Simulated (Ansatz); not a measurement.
# AlBBrH3 (SMILES [AlH2][BH]Br): one structure at several levels

How do the functionals fare away from a minimum? The structure is a structure displaced at random from a GFN2-xTB minimum.

The runs use Ansatz 0.2.0, Gaussian basis; single points in def2-TZVPP.

Correlated methods freeze the cores. Filled d shells of the heavier atoms are correlated.

## 1. The starting structure

SMILES `[AlH2][BH]Br`, 6 atoms, charge 0, spin multiplicity 1.

Atoms are counted from 1 here; the program's logs count them from 0.

Bond lengths: Al1–B2 2.122 Å, Al1–H4 1.379 Å, Al1–H5 1.599 Å, B2–Br3 1.933 Å, B2–H6 1.400 Å. Angles: B2–Al1–H4 116.6°, B2–Al1–H5 123.0°, H4–Al1–H5 120.1°, Al1–B2–Br3 95.8°, Al1–B2–H6 151.0°, Br3–B2–H6 106.6°.

As a file:

```mol
AlBBrH3
  3D, bonds by distance, orders not assigned

  6  5  0  0  0  0  0  0  0  0999 V2000
   -0.7064    0.4742   -0.5456 Al  0  0
    0.8046   -0.0619    0.8451 B   0  0
    0.9471   -1.9052    0.2802 Br  0  0
   -1.2270   -0.5460   -1.3142 H   0  0
   -1.3443    1.9389   -0.6165 H   0  0
    1.9773    0.2306    1.5515 H   0  0
  1  2  8  0
  1  4  8  0
  1  5  8  0
  2  3  8  0
  2  6  8  0
M  END
```

## 2. CCSD(T)/def2-TZVPP

File run/in.yaml:

```yaml
crystal:
  periodic: [false, false, false]
  atoms:
    - {symbol: Al, position_ang: [-0.706400, 0.474200, -0.545600]}
    - {symbol: B, position_ang: [0.804600, -0.061900, 0.845100]}
    - {symbol: Br, position_ang: [0.947100, -1.905200, 0.280200]}
    - {symbol: H, position_ang: [-1.227000, -0.546000, -1.314200]}
    - {symbol: H, position_ang: [-1.344300, 1.938900, -0.616500]}
    - {symbol: H, position_ang: [1.977300, 0.230600, 1.551500]}
basis:
  gaussian: {orbitals: def2-TZVPP}
correlation: {method: ccsd_t}
output: {forces: true}
```

The command line of these runs was not kept.

## 3. PBE0-D4/def2-TZVPP

Changes to run/in.yaml since step 2:

```diff
@@ -11,3 +11,3 @@
   gaussian: {orbitals: def2-TZVPP}
-correlation: {method: ccsd_t}
-output: {forces: true}
+hamiltonian: {xc: pbe0, dispersion: d4}
+output: {forces: true, orbitals: {seedname: orbitals}}
```

## 4. wB97M-V/def2-TZVPP

Changes to run/in.yaml since step 3:

```diff
@@ -11,3 +11,3 @@
   gaussian: {orbitals: def2-TZVPP}
-hamiltonian: {xc: pbe0, dispersion: d4}
-output: {forces: true, orbitals: {seedname: orbitals}}
+hamiltonian: {xc: {name: wB97M-V}}
+output: {forces: true}
```

## 5. r2SCAN-D4/def2-TZVPP

Changes to run/in.yaml since step 4:

```diff
@@ -11,3 +11,3 @@
   gaussian: {orbitals: def2-TZVPP}
-hamiltonian: {xc: {name: wB97M-V}}
+hamiltonian: {xc: r2scan, dispersion: d4}
 output: {forces: true}
```

## 6. PBE-D4/def2-TZVPP

Changes to run/in.yaml since step 5:

```diff
@@ -11,3 +11,3 @@
   gaussian: {orbitals: def2-TZVPP}
-hamiltonian: {xc: r2scan, dispersion: d4}
+hamiltonian: {xc: pbe, dispersion: d4}
 output: {forces: true}
```

## 7. SPW92/def2-TZVPP

Changes to run/in.yaml since step 6:

```diff
@@ -11,3 +11,3 @@
   gaussian: {orbitals: def2-TZVPP}
-hamiltonian: {xc: pbe, dispersion: d4}
+hamiltonian: {xc: lda}
 output: {forces: true}
```

## 8. revPBE-D4/def2-TZVPP

Changes to run/in.yaml since step 7:

```diff
@@ -11,3 +11,3 @@
   gaussian: {orbitals: def2-TZVPP}
-hamiltonian: {xc: lda}
+hamiltonian: {xc: {name: revPBE}, dispersion: d4}
 output: {forces: true}
```

(Steps that only read results are left out.)

Q: Predict the outcome of this session. Wanted: energy less free atoms, CCSD(T)/def2-TZVPP; RMS force component; RMS force error; HOMO and LUMO, PBE0-D4; T1 diagnostic.

The runs gave:

```
                                  quantity                                                                                           value
energy less free atoms, CCSD(T)/def2-TZVPP                                                                                  -1431.1 kJ/mol
                       RMS force component                                                            1.735 to 1.818 eV/Å over the methods
                           RMS force error  PBE0-D4 0.071, wB97M-V 0.066, r2SCAN-D4 0.051, PBE-D4 0.138, SPW92 0.209, revPBE-D4 0.204 eV/Å
                    HOMO and LUMO, PBE0-D4                                                                              -7.12 and -3.06 eV
                             T1 diagnostic                                                                                           0.012
```

In words: Against CCSD(T) the functionals' energies less atoms differ by -227.5 to -14.1 kJ/mol, PBE-D4 by -44.5 kJ/mol. A larger basis would deepen the CCSD(T) value, while the functionals are nearly converged already, so the order here is not reliable. For forces r2SCAN-D4 does best and SPW92 worst. Frozen-core CCSD(T) forces in triple zeta carry basis errors of their own, and this is one geometry, so small gaps rank nothing.
